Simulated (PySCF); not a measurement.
# B2O2 (Diboron dioxide): the cost of one run

Programs: PySCF 2.14.0, with density-fitted response routines of our own. Each step states its level of theory. These are calculated values for one molecule, in the gas phase or a continuum, unless marked as measured. Atoms count from 0, in the outputs and in this text.

## (1) The starting structure

4 atoms, charge 0, multiplicity 1; geometry from: GFN2-xTB. The atoms were then displaced at random by about 0.01 Å, so the start is not that level's minimum.

Bonds of the start (Å): O0–B1 1.16, B1–B2 1.60, B2–O3 1.24.

## (2) Optimising the geometry at PBE0-D3(BJ)/def2-SVP

What the job is given:

```
{"job": {"xc": "PBE0", "basis": "def2-SVP", "d3": "d3bj", "grid": 1, "shake": 0.01, "kind": "geom"}, "charge": 0, "multiplicity": 1}
O     -1.955720    -0.071640    -0.487630
B     -0.804980    -0.022720    -0.334410
B      0.784220     0.017860    -0.123580
O      2.014470     0.051130     0.040980
```

Launch:

```
OMP_NUM_THREADS=1 python probes_run.py task.json out
```

This one command runs all jobs of the session in turn.

**Question.** How long does this first job take on 1 thread of AMD EPYC 9R45, shared host, and how much memory does it need?

About 3.4 s, with a peak of 0.27 GiB.
